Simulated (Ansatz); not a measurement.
# H10OSi3: the cost of one run

The runs use Ansatz 0.2.0, Gaussian basis; PBE0-D4, def2-SVP first, then def2-TZVP.

152 further runs of the same task are left out: 152 set aside as unsound or not needed.

### Step 1. The system as given

The guess: 14 atoms, charge 0, spin multiplicity 1.

Atoms are counted from 1 here; the program's logs count them from 0.

Bond lengths: Si1–H3 1.494 Å, Si1–H4 1.454 Å, Si1–Si5 2.286 Å, Si1–O7 1.816 Å, Si5–H9 1.466 Å, Si5–H10 1.471 Å, Si5–H11 1.463 Å, H6–O7 1.105 Å, O7–Si8 1.641 Å, Si8–H12 1.456 Å, Si8–H13 1.459 Å, Si8–H14 1.461 Å. Angles: H3–Si1–H4 99.2°, H3–Si1–Si5 104.0°, H3–Si1–O7 92.6°, H4–Si1–Si5 131.0°, H4–Si1–O7 106.3°, Si5–Si1–O7 115.0°, Si1–Si5–H9 108.8°, Si1–Si5–H10 113.3°, Si1–Si5–H11 115.6°, H9–Si5–H10 106.7°, H9–Si5–H11 106.1°, H10–Si5–H11 105.8°, Si1–O7–H6 85.1°, Si1–O7–Si8 140.7°, H6–O7–Si8 132.6°, O7–Si8–H12 107.9°, O7–Si8–H13 102.9°, O7–Si8–H14 107.3° and more.

Geometry (Å):

```
Si   -1.0571    0.1635    0.3147
H    -0.6743   -1.7425    0.8607
H    -1.1511    1.4100   -0.5040
H    -2.4091   -0.3374    0.1293
Si    0.0500    0.8256    2.2017
H    -0.1123   -1.5529   -0.2628
O    -0.0288   -0.6729   -0.9260
Si    0.9348   -0.3372   -2.2113
H    -0.6063    2.0213    2.7388
H     1.4537    1.1899    1.9539
H     0.0768   -0.1474    3.2933
H     0.2350    0.6173   -3.0596
H     1.1026   -1.6429   -2.8414
H     2.1860    0.2057   -1.6874
```

Distances that are to change: Si1–O7 1.82 Å, H2–H6 1.27 Å, Si1–H2 2.02 Å, H6–O7 1.11 Å.

### Step 2. Constrained relaxation of the guess

hold/in.yaml

```yaml
crystal:
  periodic: [false, false, false]
  atoms:
    - {symbol: Si, position_ang: [-1.057100, 0.163500, 0.314700]}
    - {symbol: H, position_ang: [-0.674300, -1.742500, 0.860700]}
    - {symbol: H, position_ang: [-1.151100, 1.410000, -0.504000]}
    - {symbol: H, position_ang: [-2.409100, -0.337400, 0.129300]}
    - {symbol: Si, position_ang: [0.050000, 0.825600, 2.201700]}
    - {symbol: H, position_ang: [-0.112300, -1.552900, -0.262800]}
    - {symbol: O, position_ang: [-0.028800, -0.672900, -0.926000]}
    - {symbol: Si, position_ang: [0.934800, -0.337200, -2.211300]}
    - {symbol: H, position_ang: [-0.606300, 2.021300, 2.738800]}
    - {symbol: H, position_ang: [1.453700, 1.189900, 1.953900]}
    - {symbol: H, position_ang: [0.076800, -0.147400, 3.293300]}
    - {symbol: H, position_ang: [0.235000, 0.617300, -3.059600]}
    - {symbol: H, position_ang: [1.102600, -1.642900, -2.841400]}
    - {symbol: H, position_ang: [2.186000, 0.205700, -1.687400]}
basis:
  gaussian: {orbitals: def2-SVP}
hamiltonian: {xc: pbe0, dispersion: d4}
relax: {f_tol: 0.04, max_steps: 150, escape_saddle: false, constraints: [{distance: [0, 6]}, {distance: [1, 5]}, {distance: [0, 1]}, {distance: [5, 6]}]}
```

The run is started by

```
$ ansatz run in.yaml --threads 8 --pin off --events-out ev --progress --plain --max-ram 19148MiB
```

**Question.** How long does this run take on 8 threads of Arm Neoverse V1, shared host?

About 20 s.
